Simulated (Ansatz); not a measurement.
# SiGeH4O (singlet): relaxing a cheap start

Where does this start of SiGeH4O (singlet) end when it is relaxed?

Computed with Ansatz 0.2.0, Gaussian basis. Level: RKS PBE0/def2-SVP.

## 1. The system as given

7 atoms, charge 0, spin multiplicity 1.

Atoms are counted from 1 here; the program's logs count them from 0.

Bond lengths: O1–Ge2 1.775 Å, O1–H4 1.050 Å, Ge2–Si3 2.247 Å, Si3–H5 1.522 Å, Si3–H6 1.455 Å, Si3–H7 1.480 Å. Angles: Ge2–O1–H4 102.9°, O1–Ge2–Si3 110.2°, Ge2–Si3–H5 110.6°, Ge2–Si3–H6 112.3°, Ge2–Si3–H7 109.9°, H5–Si3–H6 108.9°, H5–Si3–H7 106.4°, H6–Si3–H7 108.6°.

As a file:

```xyz
7
charge 0, multiplicity 1
O     1.6688    1.4234   -0.0553
Ge    0.8458    0.1366    0.8485
Si   -0.9863   -0.5420   -0.2612
H     0.9537    2.1914   -0.0729
H    -1.9957    0.5922   -0.3723
H    -0.6735   -1.0260   -1.5977
H    -1.6566   -1.6270    0.4895
```

The start is a generated structure. Sticks and bond lists go by distance. No spin-orbit coupling is included. 

## 2. The run

The input, in.yaml:

```yaml
crystal:
  periodic: [false, false, false]
  atoms:
    - {symbol: O, position_ang: [1.668800, 1.423400, -0.055300]}
    - {symbol: Ge, position_ang: [0.845800, 0.136600, 0.848500]}
    - {symbol: Si, position_ang: [-0.986300, -0.542000, -0.261200]}
    - {symbol: H, position_ang: [0.953700, 2.191400, -0.072900]}
    - {symbol: H, position_ang: [-1.995700, 0.592200, -0.372300]}
    - {symbol: H, position_ang: [-0.673500, -1.026000, -1.597700]}
    - {symbol: H, position_ang: [-1.656600, -1.627000, 0.489500]}
basis:
  gaussian: {orbitals: def2-SVP}
hamiltonian: {xc: pbe0}
relax: {f_tol: 0.01, max_steps: 150}
```

The run is started by

```bash
$ ansatz run in.yaml --threads 1 --pin off --events-out ev --progress --plain --max-ram 15360MiB --backend cuda --devices 0, --max-vram 18GiB
```

What does the calculation give? Wanted: energy gained; shift from the start; total energy; dipole moment.

The runs gave:

| quantity | value |
| --- | --- |
| steps | 34 |
| energy gained | 1.070 eV |
| shift from the start (rms) | 0.395 Å |
| total energy | -66483.8183 eV |
| dipole moment | 0.55 D |

**Reading.** The bonds of the start are those of the end. Ge2–Si3 went from 2.247 to 2.514 Å. No vibrations were run, so this is a stationary point, not a proven minimum, and this spin need not be the ground state's.
